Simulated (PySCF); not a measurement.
# HgSb+: bond curves at several levels of theory

One job finds the state of HgSb+, follows it along the bond with each method and fits the curves.

Computed with PySCF 2.14.0. Level: Hg def2-SVP with ECP60, Sb def2-SVP with ECP28, scalar-relativistic core potentials.

## Step 1: Input

A driver script around PySCF takes these settings:

```json
{
  "atoms": "Hg, Sb",
  "charge": "1",
  "basis": "Hg def2-SVP with ECP60, Sb def2-SVP with ECP28",
  "Hamiltonian": "scalar-relativistic core potentials",
  "basis functions": "58",
  "electrons treated": "42",
  "masses in u": "201.9706, 120.9038",
  "levels": "PBE0, PBE, r²SCAN, r²SCAN0, BHandHLYP, MN15, ωB97X, HF, MP2, SCS-MP2",
  "grid": "80 radial by 434 angular points",
  "occupations": "held fixed by the projection of orbital angular momentum",
  "dissociation limit": "Hg + Sb+, each in its ground configuration",
  "starting distance in angstrom": "2.840",
  "values of 2S to try": "0, 2"
}
```

The run is started by

```console
$ OMP_NUM_THREADS=1 python dia.py task.json out
```

Further steps of the session: First curve: PBE0; Other states along the same grid; PBE (GGA); r²SCAN (meta-GGA); r²SCAN0 (hybrid meta-GGA); BHandHLYP (global hybrid GGA); MN15 (hybrid meta-GGA); ωB97X (range-separated hybrid); ROHF.

**Question.** What will these runs give? Wanted: for each run, Re; ωe; De; μ.

As calculated:

Lowest PBE0 solution found, without spin–orbit coupling: ³Σ⁻ (triplet), unpaired electrons π ↑↑. State 2 has its PBE0 minimum 0.36 eV higher, as a spin-mixed determinant (⟨S²⟩ = 1.01), so this is no gap between pure states. State 3 has its PBE0 minimum 1.20 eV higher. State 4 has its PBE0 minimum 1.34 eV higher. The other levels ran on the lowest alone.

| level | Re (Å) | ωe (cm⁻¹) | De (eV) | μ (D) |
| --- | --- | --- | --- | --- |
| ROHF | 2.877 | 118.5 | 1.22 | 0.67 |
| ROHF-MP2 | 2.791 | 132.9 | 1.34 | n/a |
| ROHF-SCS-MP2 | 2.820 | 127.0 | 1.24 | n/a |
| PBE | 2.803 | 127.5 | 1.67 | 1.64 |
| r²SCAN | 2.765 | 136.5 | 1.77 | 1.24 |
| PBE0 | 2.787 | 132.2 | 1.66 | 1.28 |
| r²SCAN0 | 2.762 | 138.0 | 1.72 | 1.03 |
| MN15 | 2.782 | 131.1 | 1.58 | 1.85 |
| BHandHLYP | 2.820 | 126.3 | 1.47 | 1.26 |
| ωB97X | 2.795 | 131.9 | 1.61 | 1.18 |

De is counted to Hg + Sb+ in their ground configurations. A positive dipole points from Hg to Sb; in an ion it is taken about the centre of mass and does not tell which atom is negative.

The methods spread over 0.115 Å in bond length, from r²SCAN0 to ROHF. Among the levels with a De in the table, it runs from 1.22 eV (ROHF) to 1.77 eV (r²SCAN).

Correlated steps freeze 4 core orbitals. Spin–orbit coupling is left out, which matters for elements this heavy, above all for dissociation energies. With spin–orbit coupling the term label itself may not hold.
